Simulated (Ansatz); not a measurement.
# H₄O₃SeTi: one species, many functionals

The task here is to estimate one member of a computed series from the others.

The runs use Ansatz 0.2.0, Gaussian basis; functionals in def2-TZVPP, the program's frozen cores in correlated methods.

The runs, in order: LDA (SPW92), PBE-D4, revPBE-D4, BLYP-D4, r2SCAN-D4, B97M-V, PBE0-D4, B3LYP-D4, r2SCANh-D4, r2SCAN0-D4, HSE06-D4, BHLYP-D4, CAM-B3LYP-D4, LC-ωPBE, ωB97X-V, ωB97M-V, B2PLYP, PBE-QIDH; MP2/def2-TZVPP; RPA on PBE.

3 further runs of the same task are left out: 3 that didn't finish.

### Structure used throughout

The geometry comes from an earlier relaxation with PBE0-D4 in a triple-zeta def2 set; it is a stationary point, not always the lowest conformer.

SMILES `[OH][Ti]([OH])([OH])[SeH]`, 9 atoms, charge 0, spin multiplicity 1.

Atoms are counted from 1 here; the program's logs count them from 0.

Bond lengths: O1–Ti2 1.791 Å, O1–H6 0.958 Å, Ti2–O3 1.785 Å, Ti2–O4 1.782 Å, Ti2–Se5 2.451 Å, O3–H7 0.958 Å, O4–H8 0.957 Å, Se5–H9 1.472 Å. Angles: Ti2–O1–H6 130.8°, O1–Ti2–O3 111.5°, O1–Ti2–O4 110.2°, O1–Ti2–Se5 110.6°, O3–Ti2–O4 112.3°, O3–Ti2–Se5 104.2°, O4–Ti2–Se5 107.8°, Ti2–O3–H7 132.5°, Ti2–O4–H8 136.3°, Ti2–Se5–H9 91.1°.

As a file:

```xyz
9
charge 0, multiplicity 1
O    -0.2251    1.1967   -1.4182
Ti    0.2592    0.0385   -0.1411
O     2.0252   -0.2245   -0.1311
O    -0.6508   -1.4835   -0.3120
Se   -0.2231    0.9525    2.0811
H    -0.9639    1.1838   -2.0285
H     2.5623   -1.0052    0.0115
H    -1.1283   -2.0731    0.2715
H    -1.5670    1.3686    1.6495
```

Set-up of the first run:

in.yaml

```yaml
crystal:
  periodic: [false, false, false]
  atoms:
    - {symbol: O, position_ang: [-0.225133, 1.196671, -1.418167]}
    - {symbol: Ti, position_ang: [0.259223, 0.038521, -0.141137]}
    - {symbol: O, position_ang: [2.025198, -0.224538, -0.131074]}
    - {symbol: O, position_ang: [-0.650841, -1.483472, -0.311962]}
    - {symbol: Se, position_ang: [-0.223114, 0.952537, 2.081129]}
    - {symbol: H, position_ang: [-0.963933, 1.183777, -2.028505]}
    - {symbol: H, position_ang: [2.562304, -1.005249, 0.011544]}
    - {symbol: H, position_ang: [-1.128332, -2.073079, 0.271527]}
    - {symbol: H, position_ang: [-1.566970, 1.368631, 1.649546]}
basis:
  gaussian: {orbitals: def2-TZVPP}
hamiltonian: {xc: lda}
output: {orbitals: {seedname: orbitals}}
```

Run with:

```console
$ ansatz run in.yaml --threads 2 --pin off --events-out ev --progress --plain --max-ram 32768MiB --backend cpu
```

Steps of the session up to this table: LDA; PBE-D4 (GGA); revPBE-D4 (GGA); BLYP-D4 (GGA); r2SCAN-D4 (meta-GGA); B97M-V (meta-GGA); B3LYP-D4 (hybrid); r2SCANh-D4 (hybrid); r2SCAN0-D4 (hybrid); HSE06-D4 (hybrid); BHLYP-D4 (hybrid); CAM-B3LYP-D4 (range-separated); LC-ωPBE (range-separated); ωB97X-V (range-separated); ωB97M-V (range-separated); B2PLYP (double hybrid); PBE-QIDH (double hybrid).

One table of the session follows, with a row left open; its other results are not shown here.

It belongs to the step «Frontier levels by functional». 

| functional | HOMO (eV) | LUMO (eV) | gap (eV) |
| --- | --- | --- | --- |
| LDA (SPW92) | -5.91 | -3.06 | 2.85 |
| PBE-D4 | -5.74 | -2.83 | 2.91 |
| revPBE-D4 | ? | ? | ? |
| BLYP-D4 | -5.58 | -2.73 | 2.84 |
| r2SCAN-D4 | -6.01 | -2.75 | 3.25 |
| B97M-V | -6.04 | -2.74 | 3.30 |
| PBE0-D4 | -6.86 | -1.87 | 4.99 |
| B3LYP-D4 | -6.63 | -2.15 | 4.48 |
| r2SCANh-D4 | -6.42 | -2.38 | 4.04 |
| r2SCAN0-D4 | -7.05 | -1.81 | 5.24 |
| HSE06-D4 | -6.47 | -2.25 | 4.21 |
| BHLYP-D4 | -7.85 | -0.74 | 7.11 |
| CAM-B3LYP-D4 | -8.10 | -0.79 | 7.31 |
| LC-ωPBE | -9.40 | 0.34 | 9.74 |
| ωB97X-V | -9.08 | 0.32 | 9.40 |
| ωB97M-V | -8.96 | 0.30 | 9.26 |

Estimate the missing values for revPBE-D4.

As computed: HOMO (eV): -5.67; LUMO (eV): -2.75; gap (eV): 2.92. In the column «HOMO (eV)» it lies between PBE-D4 (-5.74) and BLYP-D4 (-5.58).
